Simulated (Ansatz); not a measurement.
Working through a band structure of Ir, space group Pmma

Program: Ansatz 0.2.0, Python API.

Run as a notebook:

```python
import warnings

import ansatz as az
import matplotlib.pyplot as plt
import numpy as np
```

```python
XC = "pbesol"
KGRID = (3, 15, 5)
SMEARING = "fermi_dirac"
EXTRA_BANDS = 6
```

```python
warnings.simplefilter("ignore", az.DeckWarning)
```

```python
system = (
    az.Lattice.of((12.238455, 0.0, 0.0), (0.0, 2.233431, 0.0), (0.0, 0.0, 7.193001))
    .atom("Ir", (0.25, 0.0, 0.163988))
    .atom("Ir", (0.75, 0.0, 0.836012))
)
```

```python
path = [
    ("G", (0.0, 0.0, 0.0)),
    ("X", (0.5, 0.0, 0.0)),
    ("S", (0.5, 0.5, 0.0)),
    ("Y", (0.0, 0.5, 0.0)),
    ("G", (0.0, 0.0, 0.0)),
    ("Z", (0.0, 0.0, 0.5)),
]
base = (
    system.calculation()
    .functional(XC)
    .kpoints(*KGRID)
    .occupations(SMEARING)
    .band_structure([point for _, point in path], intervals=6)
    .scf(extra_bands=EXTRA_BANDS)
    .density_of_states(energy_step=0.05, method="smearing", broadening_width=0.15, projected=True)
)
outcome = base.run(threads=1)
summary = outcome.report
```

```python
sorted(key for key in summary if key.endswith("_ev"))
```

    ['eigenvalues_ev', 'energy_sigma0_ev', 'entropy_ts_ev', 'fermi_energy_ev', 'free_energy_ev',
     'gap_by_band_count_ev', 'harris_foulkes_ev', 'internal_energy_ev', 'lagrangian_above_aufbau_ev',
     'lagrangian_ev', 'lagrangian_sigma0_ev', 'loop_eigenvalues_ev', 'loop_fermi_energy_ev',
     'occupations_fermi_energy_ev', 'residual_norms_ev']

```python
summary["mixing_algorithm"], summary["preconditioner"], summary["eigensolver"]
```

    ('MSR1', 'LDOS', 'band_cg')

```python
outcome.unlabelled_reasons
```

    ['no_forces']

```python
energy = summary["free_energy_ev"]
print("F of the Ir cell: {:.6f} eV = {:.6f} Ry = {:.6f} Ha".format(energy, energy / 13.605693, energy / 27.211386))
print("Fermi level {:.4f} eV, {} k-points, {} symmetry operations".format(summary["fermi_energy_ev"], summary["n_kpoints"], summary["n_symmetry_ops"]))
```

    F of the Ir cell: -23589.334919 eV = -1733.784153 Ry = -866.892077 Ha
    Fermi level -1.3899 eV, 48 k-points, 8 symmetry operations

```python
dos = outcome.density_of_states()
energy = np.asarray(dos.energies_ev) - dos.fermi_ev
window = (energy > -10) & (energy < 3)
for index, site in enumerate(outcome.projected_density_of_states().sites):
    for shell in site.shells:
        if shell.l == 2:
            g = sum(np.sum(part.g_bin_mean_per_ev, axis=0) for part in shell.curves)[window]
            if g.sum() > 1e-6:
                centre = (g * energy[window]).sum() / g.sum()
                width = np.sqrt((g * (energy[window] - centre) ** 2).sum() / g.sum())
                print(f"site {index} {site.species} {shell.label}: centre {centre:.3f} eV, rms width {width:.3f} eV")
```

    site 0 Ir 5D: centre -1.624 eV, rms width 2.160 eV
    site 1 Ir 5D: centre -1.624 eV, rms width 2.160 eV

```python
bands = outcome.band_structure()
fermi = bands.fermi_energy_ev
print(f"zero of the bands: {fermi:.3f} eV, the Fermi level found on the SCF mesh")
reciprocal = 2 * np.pi * np.linalg.inv(outcome.lattice.cell_ang).T
steps = np.linalg.norm(np.diff(bands.kpoints_frac @ reciprocal, axis=0), axis=1)
distance = np.concatenate([[0], np.cumsum(steps)])
fig, ax = plt.subplots(figsize=(5, 4))
for channel, colour in zip(bands.channels, ("C0", "C3")):
    ax.plot(distance, channel.eigenvalues_ev - fermi, colour, lw=1)
ax.set_xticks(distance[::6], [label for label, _ in path])
ax.set(ylim=(-8, 8), ylabel="E - E_F (eV)", xlim=(0, distance[-1]))
ax.grid(axis="x")
fig.savefig("bands.png", dpi=100)
first = bands.channels[0].eigenvalues_ev - fermi
near = np.argsort(np.abs(first.mean(axis=0)))[:4]
for band in sorted(near):
    print(f"band {band + 1}: {first[:, band].min():.3f} to {first[:, band].max():.3f} eV")
```

    zero of the bands: -1.390 eV, the Fermi level found on the SCF mesh
    band 13: -2.306 to 0.073 eV
    band 14: -2.306 to 0.073 eV
    band 15: -1.660 to 0.074 eV
    band 16: -1.657 to 0.074 eV

Total energies depend on the potentials; only differences at equal settings carry meaning. A total without «per atom» is that of the cell as typed. The cell holds layers, chains or clusters in vacuum, no bulk phase. An absolute Fermi energy rests on an arbitrary zero of the periodic potential and has no direct meaning. Projections exist only for the shells that the potentials hold, some of them semicore, and samples at single energies can miss narrow peaks. A gap by band count of zero or less means overlapping bands, a metal. Points of the mesh across the vacuum add cost only. Legs of the path along the vacuum direction only repeat the in-plane bands. This isn't the structure that Ir takes at ambient conditions. Gaps and levels are Kohn-Sham values on a finite set of k-points, without spin-orbit coupling. The computed bands are complete only to about 2.8 eV above the Fermi level; beyond that the density of states is undercounted. A band centre counts only the states inside the window taken. Timing: 17 s on 1 thread of Arm Neoverse V1, on a shared host, peak memory 0.55 GiB.
